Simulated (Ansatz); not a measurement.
**C3H12N2Si: one species, many methods**

An exercise on one series of results from a longer session: the logs are not shown, and one member is left open.

Computed with Ansatz 0.2.0, Gaussian basis. Level: functionals in def2-TZVPP, the program's frozen cores in correlated methods.

The runs, in order: LDA (SPW92), PBE-D4, revPBE-D4, BLYP-D4, r2SCAN-D4, B97M-V, PBE0-D4, B3LYP-D4, r2SCANh-D4, r2SCAN0-D4, HSE06-D4, BHLYP-D4, CAM-B3LYP-D4, LC-ωPBE, ωB97X-V, ωB97M-V, B2PLYP, PBE-QIDH; CCSD(T)/def2-SVP; MP2/def2-TZVPP; RPA on PBE.

1 further run of the same task is left out (it didn't finish).

## Structure used throughout

All runs share one geometry, relaxed beforehand with PBE0-D4 in a triple-zeta def2 set.

SMILES `C[Si](C)(C)NN`, 18 atoms, charge 0, spin multiplicity 1.

Atoms are counted from 1 here; the program's logs count them from 0.

Bond lengths: C1–Si2 1.877 Å, C1–H7 1.094 Å, C1–H8 1.094 Å, C1–H9 1.093 Å, Si2–C3 1.869 Å, Si2–C4 1.872 Å, Si2–N5 1.728 Å, C3–H10 1.093 Å, C3–H11 1.093 Å, C3–H12 1.093 Å, C4–H13 1.093 Å, C4–H14 1.094 Å, C4–H15 1.094 Å, N5–N6 1.410 Å, N5–H16 1.006 Å, N6–H17 1.013 Å, N6–H18 1.014 Å. Angles: Si2–C1–H7 111.5°, Si2–C1–H8 111.1°, Si2–C1–H9 111.2°, H7–C1–H8 107.0°, H7–C1–H9 107.8°, H8–C1–H9 108.0°, C1–Si2–C3 110.5°, C1–Si2–C4 107.9°, C1–Si2–N5 111.6°, C3–Si2–C4 111.4°, C3–Si2–N5 106.1°, C4–Si2–N5 109.3°, Si2–C3–H10 111.2°, Si2–C3–H11 110.7°, Si2–C3–H12 111.4°, H10–C3–H11 107.8°, H10–C3–H12 108.2°, H11–C3–H12 107.5° and more.

The first run:

in.yaml

```yaml
crystal:
  periodic: [false, false, false]
  atoms:
    - {symbol: C, position_ang: [-0.851994, -1.634802, 0.001968]}
    - {symbol: Si, position_ang: [0.226244, -0.099848, -0.061125]}
    - {symbol: C, position_ang: [2.032689, -0.565469, 0.050918]}
    - {symbol: C, position_ang: [-0.149965, 0.803286, -1.657531]}
    - {symbol: N, position_ang: [-0.081442, 0.950799, 1.275916]}
    - {symbol: N, position_ang: [-1.348142, 1.487489, 1.582977]}
    - {symbol: H, position_ang: [-1.915792, -1.378609, 0.006622]}
    - {symbol: H, position_ang: [-0.679731, -2.272775, -0.869735]}
    - {symbol: H, position_ang: [-0.646332, -2.225535, 0.898435]}
    - {symbol: H, position_ang: [2.672293, 0.319154, 0.000444]}
    - {symbol: H, position_ang: [2.312269, -1.227372, -0.772979]}
    - {symbol: H, position_ang: [2.251096, -1.091504, 0.984159]}
    - {symbol: H, position_ang: [0.492798, 1.679465, -1.772752]}
    - {symbol: H, position_ang: [-1.189447, 1.143063, -1.685261]}
    - {symbol: H, position_ang: [0.000780, 0.152793, -2.523570]}
    - {symbol: H, position_ang: [0.536382, 1.006226, 2.067768]}
    - {symbol: H, position_ang: [-1.600588, 2.187755, 0.896273]}
    - {symbol: H, position_ang: [-2.061118, 0.765905, 1.577483]}
basis:
  gaussian: {orbitals: def2-TZVPP}
hamiltonian: {xc: lda}
output: {orbitals: {seedname: orbitals}}
```

Command:

```
$ ansatz run in.yaml --threads 4 --pin off --events-out ev --progress --plain --max-ram 11315MiB
```

Among the steps run: LDA; PBE-D4 (GGA); revPBE-D4 (GGA); BLYP-D4 (GGA); r2SCAN-D4 (meta-GGA); B97M-V (meta-GGA); PBE0-D4 (hybrid); B3LYP-D4 (hybrid); r2SCANh-D4 (hybrid); r2SCAN0-D4 (hybrid); HSE06-D4 (hybrid); BHLYP-D4 (hybrid); CAM-B3LYP-D4 (range-separated); LC-ωPBE (range-separated); ωB97X-V (range-separated); ωB97M-V (range-separated); B2PLYP (double hybrid); PBE-QIDH (double hybrid).

One of the session's tables, all rows but one given; the rest of the session is left out.

It belongs to the step «Orbital energies across the functionals». 

| functional | HOMO (eV) | LUMO (eV) | gap (eV) |
| --- | --- | --- | --- |
| LDA (SPW92) | -5.32 | -0.22 | 5.11 |
| PBE-D4 | -5.18 | -0.05 | 5.14 |
| revPBE-D4 | -5.12 | 0.05 | 5.17 |
| BLYP-D4 | -5.09 | -0.05 | 5.04 |
| r2SCAN-D4 | -5.45 | 0.67 | 6.12 |
| B97M-V | -5.57 | 0.09 | 5.65 |
| PBE0-D4 | -6.58 | 0.74 | 7.32 |
| B3LYP-D4 | -6.37 | 0.40 | 6.78 |
| r2SCANh-D4 | -5.98 | 0.89 | 6.87 |
| r2SCAN0-D4 | -6.77 | 1.21 | 7.98 |
| HSE06-D4 | -6.17 | 0.37 | 6.54 |
| BHLYP-D4 | -7.93 | 1.30 | 9.24 |
| CAM-B3LYP-D4 | -8.03 | 1.47 | 9.50 |
| LC-ωPBE | -9.38 | 2.77 | 12.16 |
| ωB97X-V | -9.04 | 2.53 | 11.57 |
| ωB97M-V | ? | ? | ? |

**Question.** Estimate the row for ωB97M-V.

The run gave: HOMO (eV): -8.96; LUMO (eV): 2.09; gap (eV): 11.05. In the column «HOMO (eV)» it lies between ωB97X-V (-9.04) and CAM-B3LYP-D4 (-8.03).
